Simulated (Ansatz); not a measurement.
**C5H14ClNO2Ti: small, medium and large basis sets**

The task here is to estimate one member of a computed series from the others.

The runs use Ansatz 0.2.0, Gaussian basis; one geometry, several basis sets.

Plan: PBE0-D4/def2-SVP; ωB97M-V/def2-SVP; PBE0-D4/def2-QZVPP; ωB97M-V/def2-QZVPP; the functionals' def2-TZVPP values are taken from earlier runs.

### The relaxed structure

The geometry comes from an earlier relaxation with PBE0-D4 in a triple-zeta def2 set; it is a stationary point, not always the lowest conformer.

24 atoms, charge 0, spin multiplicity 1.

Atoms are counted from 1 here; the program's logs count them from 0.

Bond lengths: C1–C2 1.513 Å, C1–H11 1.093 Å, C1–H12 1.093 Å, C1–H13 1.093 Å, C2–O3 1.397 Å, C2–H14 1.097 Å, C2–H15 1.097 Å, O3–Ti4 1.774 Å, Ti4–Cl5 2.251 Å, Ti4–O6 1.768 Å, Ti4–N8 1.866 Å, O6–C7 1.389 Å, C7–H16 1.095 Å, C7–H17 1.095 Å, C7–H18 1.095 Å, N8–C9 1.441 Å, N8–C10 1.441 Å, C9–H19 1.091 Å and more. Angles: C2–C1–H11 110.6°, C2–C1–H12 110.6°, C2–C1–H13 110.4°, H11–C1–H12 108.5°, H11–C1–H13 108.2°, H12–C1–H13 108.4°, C1–C2–O3 112.0°, C1–C2–H14 110.4°, C1–C2–H15 110.4°, O3–C2–H14 108.3°, O3–C2–H15 108.3°, H14–C2–H15 107.3°, C2–O3–Ti4 151.1°, O3–Ti4–Cl5 108.2°, O3–Ti4–O6 115.0°, O3–Ti4–N8 108.5°, Cl5–Ti4–O6 106.9°, Cl5–Ti4–N8 109.0° and more.

As a file:

```mol
C5H14ClNO2Ti
  3D, bonds by distance, orders not assigned

 24 23  0  0  0  0  0  0  0  0999 V2000
   -2.1155   -2.1886   -0.9703 C   0  0
   -0.6665   -2.5631   -0.7489 C   0  0
    0.1280   -1.4460   -0.4813 O   0  0
    0.4008    0.3063   -0.5028 Ti  0  0
    1.2096    0.8685   -2.5267 Cl  0  0
   -1.0435    1.2895   -0.2346 O   0  0
   -2.2802    1.8777   -0.4669 C   0  0
    1.6719    0.7240    0.7978 N   0  0
    2.6933   -0.1998    1.2221 C   0  0
    1.7838    2.0273    1.4015 C   0  0
   -2.2127   -1.5166   -1.8265 H   0  0
   -2.5225   -1.6889   -0.0882 H   0  0
   -2.7141   -3.0814   -1.1670 H   0  0
   -0.2633   -3.0691   -1.6343 H   0  0
   -0.5769   -3.2586    0.0943 H   0  0
   -2.4977    2.6118    0.3156 H   0  0
   -2.2819    2.3878   -1.4356 H   0  0
   -3.0743    1.1236   -0.4664 H   0  0
    2.5498   -1.1749    0.7536 H   0  0
    3.6940    0.1638    0.9515 H   0  0
    2.6711   -0.3390    2.3121 H   0  0
    0.9781    2.6807    1.0623 H   0  0
    1.7300    1.9609    2.4973 H   0  0
    2.7387    2.5040    1.1414 H   0  0
  1  2  8  0
  2  3  8  0
  3  4  8  0
  4  5  8  0
  4  6  8  0
  6  7  8  0
  4  8  8  0
  8  9  8  0
  8 10  8  0
  1 11  8  0
  1 12  8  0
  1 13  8  0
  2 14  8  0
  2 15  8  0
  7 16  8  0
  7 17  8  0
  7 18  8  0
  9 19  8  0
  9 20  8  0
  9 21  8  0
 10 22  8  0
 10 23  8  0
 10 24  8  0
M  END
```

The first run:

in.yaml reads:

```yaml
crystal:
  periodic: [false, false, false]
  atoms:
    - {symbol: C, position_ang: [-2.115450, -2.188647, -0.970348]}
    - {symbol: C, position_ang: [-0.666501, -2.563128, -0.748938]}
    - {symbol: O, position_ang: [0.127993, -1.446044, -0.481262]}
    - {symbol: Ti, position_ang: [0.400824, 0.306338, -0.502783]}
    - {symbol: Cl, position_ang: [1.209577, 0.868491, -2.526660]}
    - {symbol: O, position_ang: [-1.043515, 1.289549, -0.234598]}
    - {symbol: C, position_ang: [-2.280151, 1.877721, -0.466858]}
    - {symbol: N, position_ang: [1.671884, 0.723990, 0.797832]}
    - {symbol: C, position_ang: [2.693330, -0.199776, 1.222106]}
    - {symbol: C, position_ang: [1.783810, 2.027279, 1.401539]}
    - {symbol: H, position_ang: [-2.212666, -1.516567, -1.826535]}
    - {symbol: H, position_ang: [-2.522532, -1.688853, -0.088211]}
    - {symbol: H, position_ang: [-2.714114, -3.081389, -1.166967]}
    - {symbol: H, position_ang: [-0.263327, -3.069067, -1.634338]}
    - {symbol: H, position_ang: [-0.576873, -3.258626, 0.094270]}
    - {symbol: H, position_ang: [-2.497749, 2.611837, 0.315607]}
    - {symbol: H, position_ang: [-2.281866, 2.387775, -1.435625]}
    - {symbol: H, position_ang: [-3.074344, 1.123561, -0.466415]}
    - {symbol: H, position_ang: [2.549816, -1.174924, 0.753550]}
    - {symbol: H, position_ang: [3.693982, 0.163846, 0.951480]}
    - {symbol: H, position_ang: [2.671055, -0.338979, 2.312119]}
    - {symbol: H, position_ang: [0.978062, 2.680686, 1.062325]}
    - {symbol: H, position_ang: [1.730035, 1.960941, 2.497313]}
    - {symbol: H, position_ang: [2.738729, 2.503964, 1.141397]}
basis:
  gaussian: {orbitals: def2-SVP}
hamiltonian: {xc: pbe0, dispersion: d4}
output: {orbitals: {seedname: orbitals}}
```

On the command line:

```console
$ ansatz run in.yaml --threads 4 --pin off --events-out ev --progress --plain --max-ram 66560MiB --backend cpu
```

Steps of the session up to this table: PBE0-D4 in def2-SVP; ωB97M-V in def2-SVP; PBE0-D4 in def2-QZVPP; ωB97M-V in def2-QZVPP.

One of the session's tables, all rows but one given; the rest of the session is left out.

It belongs to the step «Functionals by basis». 

```
functional       basis  HOMO (eV)
   PBE0-D4    def2-SVP      -6.38
   PBE0-D4  def2-TZVPP      -6.51
   PBE0-D4  def2-QZVPP          ?
   ωB97M-V    def2-SVP      -8.61
   ωB97M-V  def2-TZVPP      -8.75
   ωB97M-V  def2-QZVPP      -8.77
```

**Question.** Estimate the row for PBE0-D4, def2-QZVPP.

The run gave: HOMO (eV): -6.53. In the column «HOMO (eV)» it lies between ωB97M-V, def2-SVP (-8.61) and PBE0-D4, def2-TZVPP (-6.51).
